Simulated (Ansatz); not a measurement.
BBrClHS, SMILES SB(Cl)Br, a rigid torsion scan

Program: Ansatz 0.2.0, Python API.

At the Python prompt:
```pycon
>>> import warnings
>>> import ansatz as az
>>> from ase import Atoms
>>> warnings.simplefilter("ignore", az.DeckWarning)
>>> atoms = Atoms(["S", "B", "Cl", "Br", "H"], positions=[
...     [-0.3571, 1.3537, 0.4658],
...     [-0.0886, -0.4381, 0.1826],
...     [1.3231, -1.2466, 0.9816],
...     [-1.2222, -1.4869, -1.0038],
...     [0.3946, 1.7442, -0.6677],
... ])
>>> # start the scan from a relaxed geometry
>>> first = (
...     az.Crystal.molecule_from_ase(atoms).calculation()
...     .basis(gaussian="def2-SVP")
...     .functional("HF")
...     .relax(force_tolerance=0.02, max_steps=80)
... )
>>> atoms.positions = first.run(threads=1).report["positions_ang"]

>>> start = atoms.get_dihedral(2, 1, 0, 4)
>>> energies = {}
>>> for turn in range(0, 360, 30):
...     turned = atoms.copy()
...     turned.set_dihedral(2, 1, 0, 4, start + turn, indices=[0, 4])
...     base = (
...         az.Crystal.molecule_from_ase(turned).calculation()
...         .basis(gaussian="def2-SVP")
...         .functional("HF")
...     )
...     energies[round((start + turn) % 360)] = base.run(threads=1).report["free_energy_ev"]
...
>>> floor = min(energies.values())
>>> print("dihedral Cl2-B1-S0-H4 (deg)   E - E(min) (kJ/mol)")
dihedral Cl2-B1-S0-H4 (deg)   E - E(min) (kJ/mol)
>>> for angle, e in sorted(energies.items()):
...     print(f"{angle:8d} {96.485332 * (e - floor):14.3f}  " + "#" * int(30 * (e - floor) / max(max(energies.values()) - floor, 1e-9)))
...
       0          3.031  #
      30         16.062  ########
      60         44.431  ######################
      90         59.773  ##############################
     120         43.177  #####################
     150         13.566  ######
     180          0.000
     210         13.592  ######
     240         43.206  #####################
     270         59.773  #############################
     300         44.401  ######################
     330         16.036  ########
```

What to keep in mind:
- These settings explore the input space; basis and method may be short of convergence.
- The scan is rigid and the energies are electronic, in a modest basis. With rigid groups the curve can differ much from the relaxed path, the start wasn't checked as a minimum of this torsion, and equivalent turns needn't return to the same energy.
- The whole script took 43 s on 1 thread of Arm Neoverse V1, with other jobs on the host, peak memory 0.25 GiB.

(Lines on the test bed's own set-up are left out of the output.)
